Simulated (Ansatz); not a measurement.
# P4O6: basis-set convergence

One table from this session's results is given with a row withheld; the runs are named, their logs left out.

Computed with Ansatz 0.2.0, Gaussian basis. Level: one geometry, several basis sets.

The runs, in order: PBE0-D4/def2-SVP; ωB97M-V/def2-SVP; PBE0-D4/def2-QZVPP; ωB97M-V/def2-QZVPP; the functionals' def2-TZVPP values are taken from earlier runs.

### Structure used throughout

The geometry comes from an earlier relaxation with PBE0-D4 in a triple-zeta def2 set; it is a stationary point, not always the lowest conformer.

SMILES `O1P2OP3OP1OP(O2)O3`, 10 atoms, charge 0, spin multiplicity 1.

Atoms are counted from 1 here; the program's logs count them from 0.

Bond lengths: O1–P2 1.645 Å, O1–P6 1.645 Å, P2–O3 1.645 Å, P2–O9 1.645 Å, O3–P4 1.645 Å, P4–O5 1.645 Å, P4–O10 1.645 Å, O5–P6 1.645 Å, P6–O7 1.645 Å, O7–P8 1.645 Å, P8–O9 1.645 Å, P8–O10 1.645 Å. Angles: P2–O1–P6 126.6°, O1–P2–O3 99.7°, O1–P2–O9 99.7°, O3–P2–O9 99.7°, P2–O3–P4 126.6°, O3–P4–O5 99.7°, O3–P4–O10 99.7°, O5–P4–O10 99.7°, P4–O5–P6 126.6°, O1–P6–O5 99.7°, O1–P6–O7 99.7°, O5–P6–O7 99.7°, P6–O7–P8 126.6°, O7–P8–O9 99.7°, O7–P8–O10 99.7°, O9–P8–O10 99.7°, P2–O9–P8 126.6°, P4–O10–P8 126.6°.

The first run:

in.yaml

```yaml
crystal:
  periodic: [false, false, false]
  atoms:
    - {symbol: O, position_ang: [0.226745, -1.051490, 1.415510]}
    - {symbol: P, position_ang: [1.360263, 0.114972, 1.172328]}
    - {symbol: O, position_ang: [1.722131, -0.174630, -0.405589]}
    - {symbol: P, position_ang: [0.652406, -0.319071, -1.646346]}
    - {symbol: O, position_ang: [-0.378924, -1.422878, -0.996266]}
    - {symbol: P, position_ang: [-1.095264, -1.343863, 0.481994]}
    - {symbol: O, position_ang: [-1.722119, 0.174641, 0.405609]}
    - {symbol: P, position_ang: [-0.917406, 1.547965, -0.007980]}
    - {symbol: O, position_ang: [0.378937, 1.422887, 0.996255]}
    - {symbol: O, position_ang: [-0.226758, 1.051487, -1.415516]}
basis:
  gaussian: {orbitals: def2-SVP}
hamiltonian: {xc: pbe0, dispersion: d4}
output: {orbitals: {seedname: orbitals}}
```

Launch:

```console
$ ansatz run in.yaml --threads 2 --pin off --events-out ev --progress --plain --max-ram 22528MiB --backend cpu
```

Steps of the session up to this table: PBE0-D4 in def2-SVP; ωB97M-V in def2-SVP; PBE0-D4 in def2-QZVPP; ωB97M-V in def2-QZVPP.

One of the session's tables, all rows but one given; the rest of the session is left out.

It belongs to the step «Functionals by basis». 

| functional | basis | HOMO (eV) |
| --- | --- | --- |
| PBE0-D4 | def2-SVP | ? |
| PBE0-D4 | def2-TZVPP | -8.17 |
| PBE0-D4 | def2-QZVPP | -8.19 |
| ωB97M-V | def2-SVP | -10.26 |
| ωB97M-V | def2-TZVPP | -10.34 |
| ωB97M-V | def2-QZVPP | -10.36 |

Q: Estimate the row for PBE0-D4, def2-SVP from the others.

**Answer.** HOMO (eV): -8.13. In the column «HOMO (eV)» it is the highest.
